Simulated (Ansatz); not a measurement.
The system is NaLaMnMoO6.

```
Na La Mn Mo O
1.0
     4.72242   -2.73688    0.00204
     4.72242    2.73688    0.00204
    -3.17796    0.00000    4.47000
Na La Mn Mo O
1 1 1 1 6
Direct
  0.25021 0.25021 0.74459
  0.75117 0.75117 0.25707
  0.49918 0.49918 0.49917
  0.00110 0.00110 0.00114
  0.28503 0.78106 0.28520
  0.78106 0.28503 0.28520
  0.25187 0.25187 0.18775
  0.74777 0.74777 0.81124
  0.21883 0.71407 0.71525
  0.71407 0.21883 0.71525
```

The cell was built by a generator and needn't be a form met in nature.

A run of Ansatz 0.2.0 on this cell left the log below. Logs are shortened: lines on timing, memory, paths and dates and some standing lists are left out, and cuts for length are marked.

```text
Warning: RAYON_NUM_THREADS=8 ignored (pool sized by the plan → 8); use --threads N
Engine: ansatz 0.2.0, aarch64-unknown-linux-gnu
Pseudopotentials: kind: paw
Pseudopotential: Na, paw, valence charge 9, recommended cutoff 500 eV (meta_gga), Na.paw.azcp
Pseudopotential: La, paw, valence charge 11, recommended cutoff 500 eV (meta_gga), La.paw.azcp
Pseudopotential: Mn, paw, valence charge 15, recommended cutoff 500 eV (meta_gga), Mn.paw.azcp
Pseudopotential: Mo, paw, valence charge 14, recommended cutoff 500 eV (meta_gga), Mo.paw.azcp
Pseudopotential: O, paw, valence charge 6, recommended cutoff 500 eV (meta_gga), O.paw.azcp
Functional definition: r2SCAN
  parameter k0 = 0.174
  parameter k1 = 0.065
  parameter a1 = 4.9479
  exchange = r2scan_x(k0 = k0, k1 = k1, a1 = a1)
[... 363 lines left out ...]
        0.000000      -0.024932      -0.000000
       -0.020773      -0.000000      -0.025068
  P = ⅓ Tr σ = -0.0189 GPa (-0.189 kbar)
--- Band table (eV; the first three rows and the last of 78) ---
  k-point 0 ↑: bands = ["-73.5839", "-54.6654", "-42.6504", "-41.0814", "-41.0709", "-41.0704", "-28.0404", "-28.0400", "-28.0226", "-22.1997", "-13.1020", "-13.0767", "-13.0707", "-9.5108", "-9.0996", "-9.0783", "-8.5860", "-8.2935", "-8.2932", "-5.4530", "-5.4459", "-5.0786", "3.7882", "3.8030", "4.1356", "4.5581", "4.6224", "4.6563", "5.9949", "6.1516", "6.1602", "7.2203", "7.2578", "7.4447", "7.6902", "7.8858", "7.9956", "8.1002", "8.2036", "8.4880", "8.6375", "8.7426", "8.9207", "9.7899", "10.1003", "11.9222", "12.0343", "12.2127", "14.2478", "14.2637", "14.3188", "14.3330", "14.3651", "14.4175", "14.4286"]
  k-point 1 ↑: bands = ["-73.5839", "-54.6654", "-42.6504", "-41.0814", "-41.0709", "-41.0704", "-28.0409", "-28.0401", "-28.0226", "-22.1965", "-13.1037", "-13.0769", "-13.0720", "-9.5815", "-9.0496", "-9.0370", "-8.6950", "-8.3756", "-8.2608", "-5.3885", "-5.3759", "-4.9103", "3.8447", "3.8805", "4.2483", "4.5947", "4.6683", "4.7257", "5.6229", "5.9986", "6.0385", "6.7515", "6.8025", "7.3595", "7.4637", "7.7786", "7.9098", "8.1164", "8.3099", "8.4035", "8.8229", "8.8631", "9.0268", "10.2446", "10.4859", "11.8246", "11.9725", "12.1718", "14.2340", "14.2512", "14.2934", "14.3148", "14.3413", "14.3875", "14.4317"]
  k-point 2 ↑: bands = ["-73.5839", "-54.6654", "-42.6504", "-41.0814", "-41.0709", "-41.0704", "-28.0418", "-28.0402", "-28.0227", "-22.1913", "-13.1066", "-13.0772", "-13.0739", "-9.6273", "-9.1026", "-8.9437", "-8.8151", "-8.5302", "-8.1835", "-5.3008", "-5.2548", "-4.6389", "3.9713", "4.0475", "4.1852", "4.7284", "4.8088", "4.9495", "5.3189", "5.7651", "5.7800", "6.2045", "6.3712", "6.4093", "7.3919", "7.5844", "7.8489", "8.1394", "8.2098", "8.5144", "9.0476", "9.1365", "9.1934", "10.8414", "11.0842", "11.6877", "11.7982", "12.0305", "14.2094", "14.2408", "14.2586", "14.2936", "14.3131", "14.3515", "14.4337"]
  k-point 38 ↓: bands = ["-67.3639", "-54.4208", "-42.6508", "-34.9186", "-34.8969", "-34.8877", "-27.8025", "-27.7723", "-27.7180", "-22.1831", "-13.1050", "-13.0796", "-13.0756", "-9.5189", "-9.2327", "-8.8421", "-8.6640", "-8.3023", "-8.2297", "-5.2243", "-5.0625", "-4.6329", "3.8358", "4.2564", "4.4285", "4.7845", "4.9973", "5.3327", "5.6777", "6.1560", "6.4183", "6.8129", "6.9361", "7.0753", "7.3492", "7.6633", "7.8569", "8.0661", "8.3853", "8.5043", "11.9644", "12.0958", "12.1251", "13.9292", "14.0776", "14.0912", "14.2203", "14.2901", "14.3197", "14.3262", "14.4192", "14.6449", "14.7095", "15.3900", "15.5796"]
--- Relaxed structure (13 steps of the walk, 12 accepted, 1 SCFs on fresh bases) ---
  F+E_penalty+E_count = -20046.20071483 eV   max|allowed force component| = 9.148e-3 eV/Å   (the final SCF, on the basis selected at the relaxed cell)
  cell:  # Å, volume = 122.5556 Å³
    - [4.827240924194307, -2.791302965219166, 0.017429835999330724]
    - [4.827240924194307, 2.791302965219166, 0.017429835999330724]
    - [-3.233960724022865, -1.6377504505193938e-20, 4.536079315944584]
  atoms:
    - { symbol: Na, position: [0.25777480245045714, 0.25777480245045714, 0.7467042874580837] }
    - { symbol: La, position: [0.7549069502061811, 0.7549069502061811, 0.2674819689313861] }
    - { symbol: Mn, position: [0.5057962408367216, 0.5057962408367216, 0.5135023224818901] }
    - { symbol: Mo, position: [0.005752084122908771, 0.005752084122908771, 0.005916014968335879] }
    - { symbol: O, position: [0.28763383818340443, 0.7979696321346476, 0.27566893558512434] }
    - { symbol: O, position: [0.7979696321346476, 0.28763383818340443, 0.27566893558512434] }
    - { symbol: O, position: [0.23461701870460902, 0.23461701870460902, 0.14630979306968767] }
    - { symbol: O, position: [0.7611902288185779, 0.7611902288185779, 0.8559882836789541] }
    - { symbol: O, position: [0.18496025167533553, 0.7096889528671573, 0.7073097291207069] }
    - { symbol: O, position: [0.7096889528671573, 0.18496025167533553, 0.7073097291207069] }
```

**Question.** What input gives this log?

**Answer.** Relaxation of cell and atoms with r2SCAN, collinear spin, ferromagnetic start. The files as run (others can give the same):

input.yaml
```yaml
crystal:
  lattice:
    - [4.72242, -2.73688, 0.00204]
    - [4.72242, 2.73688, 0.00204]
    - [-3.17796, 0.0, 4.47]
  atoms:
    - { symbol: Na, position: [0.25021, 0.25021, 0.74459] }
    - { symbol: La, position: [0.75117, 0.75117, 0.25707] }
    - { symbol: Mn, position: [0.49918, 0.49918, 0.49917], spin: 4.0 }
    - { symbol: Mo, position: [0.0011, 0.0011, 0.00114], spin: 1.0 }
    - { symbol: O, position: [0.28503, 0.78106, 0.2852] }
    - { symbol: O, position: [0.78106, 0.28503, 0.2852] }
    - { symbol: O, position: [0.25187, 0.25187, 0.18775] }
    - { symbol: O, position: [0.74777, 0.74777, 0.81124] }
    - { symbol: O, position: [0.21883, 0.71407, 0.71525] }
    - { symbol: O, position: [0.71407, 0.21883, 0.71525] }
hamiltonian:
  xc: r2scan
  pseudopotentials: { kind: paw }
magnetization:
  spin_polarized: true
kpoints:
  mp_grid: { grid: [5, 5, 5] }
scf:
  occupations: { method: fermi_dirac, width: 0.05 }
output:
  forces: true
  stress: true
  eigenvalues: true
  write_density: true
  write_potential: true
  elf: true
  volumetric_format: npy
relax:
  f_tol: 0.01
  max_steps: 40
  cell: { stress_tol: 0.05 }
```

Potentials or basis: Ansatz PAW.
Launch:
```sh
$ ansatz run input.yaml --threads 8 --pin off --max-ram 20480MiB --backend cpu --events-out ev --progress --plain --runs-dir out
```

Caveat: the magnetic or orbital state may not be the lowest; odd divisions of the mesh miss points on the zone boundary, where band edges often lie, so the gap on the mesh can be too wide; the plane-wave basis is chosen anew once the cell has moved, so the energies of steps on either side of that aren't comparable; spin-orbit coupling is left out, which moves the levels of the heavy elements; a cell with one magnetic atom can't hold antiferromagnetic order, which such compounds often take; the PAW data sets come from PBE, with cores solved anew for the run's functional, which leaves a small shift of forces and pressure; the starting moments weren't kept.
